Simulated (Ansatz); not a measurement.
**C2H8BGaOSi: small, medium and large basis sets**

How large a basis does C2H8BGaOSi need? Two functionals are run in growing sets.

Program: Ansatz 0.2.0, Gaussian basis. Level of theory: one geometry, several basis sets. These are calculated values, not measurements.

The runs, in order: PBE0-D4/def2-SVP; ωB97M-V/def2-SVP; PBE0-D4/def2-QZVPP; ωB97M-V/def2-QZVPP; the functionals' def2-TZVPP values are taken from earlier runs.

## (1) Structure used throughout

An earlier PBE0-D4/def2-TZVP relaxation fixed the geometry.

SMILES `B/C=C\O[SiH2][GaH2]`, 14 atoms, charge 0, spin multiplicity 1.

Atoms are counted from 1 here; the program's logs count them from 0.

Bond lengths: B1–C2 1.520 Å, B1–H7 1.198 Å, B1–H8 1.196 Å, C2–C3 1.348 Å, C2–H9 1.087 Å, C3–O4 1.331 Å, C3–H10 1.094 Å, O4–Si5 1.675 Å, Si5–Ga6 2.424 Å, Si5–H11 1.491 Å, Si5–H12 1.485 Å, Ga6–H13 1.571 Å, Ga6–H14 1.571 Å. Angles: C2–B1–H7 120.1°, C2–B1–H8 120.9°, H7–B1–H8 119.0°, B1–C2–C3 124.7°, B1–C2–H9 121.6°, C3–C2–H9 113.7°, C2–C3–O4 124.2°, C2–C3–H10 121.1°, O4–C3–H10 114.7°, C3–O4–Si5 127.2°, O4–Si5–Ga6 114.3°, O4–Si5–H11 108.1°, O4–Si5–H12 104.4°, Ga6–Si5–H11 110.3°, Ga6–Si5–H12 111.6°, H11–Si5–H12 107.8°, Si5–Ga6–H13 118.1°, Si5–Ga6–H14 123.0° and more.

## (2) PBE0-D4 in def2-SVP

in.yaml

```yaml
crystal:
  periodic: [false, false, false]
  atoms:
    - {symbol: B, position_ang: [-2.918347, 0.856696, -0.506298]}
    - {symbol: C, position_ang: [-1.763649, 1.117993, 0.446487]}
    - {symbol: C, position_ang: [-0.568342, 0.497992, 0.392301]}
    - {symbol: O, position_ang: [-0.239158, -0.412269, -0.520685]}
    - {symbol: Si, position_ang: [1.128774, -1.379218, -0.538870]}
    - {symbol: Ga, position_ang: [3.092495, -0.346518, 0.436358]}
    - {symbol: H, position_ang: [-3.945985, 1.460124, -0.384449]}
    - {symbol: H, position_ang: [-2.820215, 0.050040, -1.383891]}
    - {symbol: H, position_ang: [-1.842928, 1.844071, 1.251035]}
    - {symbol: H, position_ang: [0.221842, 0.729799, 1.112518]}
    - {symbol: H, position_ang: [0.806044, -2.650342, 0.170718]}
    - {symbol: H, position_ang: [1.334852, -1.700689, -1.973868]}
    - {symbol: H, position_ang: [4.459164, -1.113913, 0.336552]}
    - {symbol: H, position_ang: [3.055454, 1.046234, 1.162072]}
basis:
  gaussian: {orbitals: def2-SVP}
hamiltonian: {xc: pbe0, dispersion: d4}
output: {orbitals: {seedname: orbitals}}
```

Run with:

```sh
$ ansatz run in.yaml --threads 2 --pin off --events-out ev --progress --plain --max-ram 22528MiB --backend cpu
```

Further steps of the session: ωB97M-V in def2-SVP; PBE0-D4 in def2-QZVPP; ωB97M-V in def2-QZVPP.

Q: Predict the results of all the runs planned. Wanted: PBE0-D4: double and triple zeta above quadruple; ωB97M-V: double and triple zeta above quadruple.

The runs gave:

```
                                       quantity           value
PBE0-D4: double and triple zeta above quadruple  16.84, 1.73 eV
ωB97M-V: double and triple zeta above quadruple  17.01, 1.67 eV
```

**Reading.** For PBE0-D4 the step from double to triple zeta gains 15.11 eV and the next only 1.73 eV. These are total energies; as a rule much of such shifts cancels in differences, which this series doesn't test.
